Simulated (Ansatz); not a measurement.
What does this script print? It uses Ansatz 0.2.0 through its Python package.

Script `scan_aghs.py`:
```python
# -*- coding: utf-8 -*-
import ansatz as az
import numpy as np

BASIS = 'def2-SVP'
XC = 'r2scan'

geometry_ang = [
    ('S', (-0.3836, -0.4979, -0.2724)),
    ('Ag', (1.7306, -0.1355, 0.9352)),
    ('H', (-1.3579, 0.5685, -0.676)),
]
aghs = az.Crystal.molecule()
for symbol, xyz in geometry_ang:
    aghs = aghs.atom(symbol, xyz)

symbols = [site.symbol for site in aghs.cartesian_sites]
start = np.array([site.position_ang for site in aghs.cartesian_sites])
axis = (start[1] - start[0]) / np.linalg.norm(start[1] - start[0])
moving = [1]
lengths, energies = [2.166, 2.265, 2.363, 2.462, 2.56, 2.659, 2.757, 2.905], []
for length in lengths:
    xyz = start.copy()
    xyz[moving] += (length - np.linalg.norm(start[1] - start[0])) * axis
    point = az.Crystal.molecule()
    for symbol, place in zip(symbols, xyz):
        point = point.atom(symbol, place.tolist())
    job = point.calculation().basis(gaussian=BASIS).functional(XC)
    rep = job.run(threads=1, pin='off').report
    energies.append(rep['free_energy_ev'])
    print(f'r = {length:6.3f} A  E = {energies[-1]:.5f} eV  <S^2> = {abs(rep["mean_field"]["state"]["spin_squared"]):.3f}')

fit = np.polynomial.Polynomial.fit(lengths, np.array(energies) - min(energies), 4).convert()
roots = [r.real for r in fit.deriv().roots() if abs(r.imag) < 1e-9 and fit.deriv(2)(r.real) > 0]
r_e = min(roots, key=lambda r: abs(r - lengths[int(np.argmin(energies))]))
print(f'minimum of the fit at {r_e:.4f} A, force constant {fit.deriv(2)(r_e):.2f} eV/A^2')
```

```console
$ python scan_aghs.py
r =  2.166 A  E = -14847.44877 eV  <S^2> = 0.000
r =  2.265 A  E = -14847.55684 eV  <S^2> = 0.000
r =  2.363 A  E = -14847.55175 eV  <S^2> = 0.000
r =  2.462 A  E = -14847.47287 eV  <S^2> = 0.000
r =  2.560 A  E = -14847.34869 eV  <S^2> = 0.000
r =  2.659 A  E = -14847.19560 eV  <S^2> = 0.000
r =  2.757 A  E = -14847.02963 eV  <S^2> = 0.000
r =  2.905 A  E = -14846.77057 eV  <S^2> = 0.000
minimum of the fit at 2.3087 A, force constant 9.57 eV/A^2
```

What to keep in mind:
- Total energies depend on the basis set; only differences at equal settings carry meaning.
- The rest of the molecule is held rigid at a force-field or estimated start geometry, and the basis set is modest; single-reference methods fail as a bond breaks.
- def2 sets replace the cores of elements past krypton by effective core potentials.
- The orbitals are restricted, so S² is zero by construction.
- Hardware and time: 31 s on 1 thread of Arm Neoverse V2 (shared host), peak memory 0.19 GiB.
